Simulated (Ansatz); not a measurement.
# CH7ClSi3: the cost of one run

Computed with Ansatz 0.2.0, driven from Python. The levels of theory stand in the script.

## Step 1: Starting point

Bond lengths: C1–Si2 1.752 Å, Si2–Si3 2.256 Å, Si2–Si4 2.301 Å, Si3–Si4 2.305 Å, Si4–Cl5 2.012 Å, C1–H6 1.115 Å, C1–H7 1.136 Å, C1–H8 1.074 Å, Si2–H9 1.444 Å, Si3–H10 1.495 Å, Si3–H11 1.502 Å, Si4–H12 1.432 Å. Angles (14 of 24 angles, heavy atoms first): C1–Si2–Si3 112.8°, C1–Si2–Si4 117.2°, Si3–Si2–Si4 60.8°, Si2–Si3–Si4 60.6°, Si2–Si4–Si3 58.6°, Si2–Si4–Cl5 112.7°, Si3–Si4–Cl5 113.9°, C1–Si2–H9 119.6°, Si3–Si2–H9 115.2°, Si4–Si2–H9 117.3°, Si2–C1–H6 117.2°, Si2–C1–H7 112.4°, Si2–C1–H8 114.3°, Si2–Si3–H10 114.7°.

The script reads ch7clsi3.xyz:

```xyz
12

C    -1.54920    0.73820   -0.61680
Si   -0.12520   -0.25910   -0.83680
Si    0.47820   -1.35010    1.04290
Si    1.78710    0.38240    0.27010
Cl    1.55280    2.10000    1.29220
H    -1.64460    1.28460    0.35040
H    -1.60830    1.58100   -1.37600
H    -2.47880    0.21590   -0.74480
H     0.03790   -1.00840   -2.06080
H     0.99960   -2.73400    0.82080
H    -0.43900   -1.13020    2.21180
H     3.06650    0.12440   -0.31890
```

## Step 2: Script

methods_ch7clsi3.py reads:

```python
# -*- coding: utf-8 -*-
"""One geometry of CH7ClSi3, method by method."""

from pathlib import Path

import ansatz as az
import numpy as np


def main():
    mol = az.Crystal.molecule_from_extxyz("ch7clsi3.xyz")

    model = mol.calculation().basis(gaussian="cc-pVDZ")

    print("functional    E (Ha)        dipole (D)   HOMO (eV)  LUMO (eV)")
    for name in ["hf", "lda", "cam_b3lyp", "r2scan", "hse06"]:
        summary = model.functional(name).forces().orbitals().run(threads=1, backend="cpu", runs_dir="runs").report
        lines = Path(summary["orbitals_path"]).read_text().splitlines()
        field_of = lambda key: [line.split("=")[1].strip() for line in lines if line.startswith(key)]
        orbitals = [(27.211386 * float(e), s, float(n)) for e, s, n in zip(field_of("Ene="), field_of("Spin="), field_of("Occup="))]
        homo = max(e for e, _, n in orbitals if n > 0.5)
        lumo = min(e for e, _, n in orbitals if n < 0.5)
        dipole = 4.803205 * np.linalg.norm(summary["charge_distribution"]["dipole_moment_e_ang"])
        print(f"{name:10s} {summary['free_energy_ev'] / 27.211386246:14.6f} {dipole:9.3f} {homo:11.3f} {lumo:10.3f}")


if __name__ == "__main__":
    main()
```

## Step 3: The input behind the calls

The engine receives this input (first run):

```yaml
crystal:
  periodic: [false, false, false]
  atoms:
    - { symbol: C, position_ang: [-1.5492, 0.7382, -0.6168] }
    - { symbol: Si, position_ang: [-0.1252, -0.2591, -0.8368] }
    - { symbol: Si, position_ang: [0.4782, -1.3501, 1.0429] }
    - { symbol: Si, position_ang: [1.7871, 0.3824, 0.2701] }
    - { symbol: Cl, position_ang: [1.5528, 2.1, 1.2922] }
    - { symbol: H, position_ang: [-1.6446, 1.2846, 0.3504] }
    - { symbol: H, position_ang: [-1.6083, 1.581, -1.376] }
    - { symbol: H, position_ang: [-2.4788, 0.2159, -0.7448] }
    - { symbol: H, position_ang: [0.0379, -1.0084, -2.0608] }
    - { symbol: H, position_ang: [0.9996, -2.734, 0.8208] }
    - { symbol: H, position_ang: [-0.439, -1.1302, 2.2118] }
    - { symbol: H, position_ang: [3.0665, 0.1244, -0.3189] }
basis:
  gaussian:
    orbitals: cc-pVDZ
hamiltonian:
  xc: hf
output:
  orbitals: {}
  forces: true
```

## Step 4: Launch

On the command line:

```sh
python methods_ch7clsi3.py
```

**Question.** How long does this script take on 1 thread of Arm Neoverse V1, shared host, and how much memory does it need?

About 44 s, with a peak of 0.44 GiB.
